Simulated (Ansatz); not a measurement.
Working through an atomisation energy of BBr2F, SMILES FB(Br)Br

Program: Ansatz's Python interface.

Run as a notebook:

In [1]:
```python
from collections import Counter

import ansatz as az
from ase import Atoms
```

In [2]:
```python
config = {
    "basis": "def2-SVP",
    "xc": "cam_b3lyp",
}
```

In [3]:
```python
def total_energy(molecule, charge=0, unpaired=0):
    calc = (
        molecule.calculation()
        .basis(gaussian=config["basis"])
        .functional(config["xc"])
    )
    if charge:
        calc = calc.charge(charge)
    if unpaired:
        calc = calc.spin("collinear", total=unpaired)
    return calc.run().report["free_energy_ev"]
```

In [4]:
```python
atoms = Atoms(["F", "B", "Br", "Br"], positions=[
    (1.4804, 0.4926, 0.3799),
    (0.1163, 0.0369, 0.0252),
    (-0.5272, -1.7252, 0.7189),
    (-1.0139, 1.1354, -1.1443),
])
bbr2f = az.Crystal.molecule_from_ase(atoms)
```

In [5]:
```python
# unpaired electrons of the ground-state atoms
unpaired = {"F": 1, "B": 1, "Br": 1}
counts = Counter(site.symbol for site in bbr2f.cartesian_sites)
atom_energy = {s: total_energy(az.Crystal.molecule().atom(s, (0, 0, 0)), 0, unpaired[s]) for s in counts}
whole = total_energy(bbr2f, 0, 0)
for s, e in atom_energy.items():
    print(f"{s:2s} x{counts[s]}  {e:14.5f} eV")
print(f"BBr2F: {whole:.5f} eV")
split = sum(counts[s] * e for s, e in atom_energy.items()) - whole
print(f"atomisation energy (no zero-point term): {96.485332 * split:.1f} kJ/mol, {split / sum(counts.values()):.3f} eV an atom")
```
```text
F  x1     -2710.70462 eV
B  x1      -669.70939 eV
Br x2    -70040.04718 eV
BBr2F: -143474.72105 eV
atomisation energy (no zero-point term): 1371.3 kJ/mol, 3.553 eV an atom
```

1371.3 kJ/mol from the electronic energies, without the zero-point term.

Caveats:
- Total energies depend on the basis set; only differences at equal settings carry meaning.
- The geometry is a force-field or estimated start, not a minimum of this method, and the basis set is short of its limit. All parts are taken at fixed geometry, without zero-point energy.
- The spin-orbit lowering of heavy atoms is left out.
- Finished in 8 s on 1 thread of Arm Neoverse N1, with other jobs on the host, peak memory 0.29 GiB.
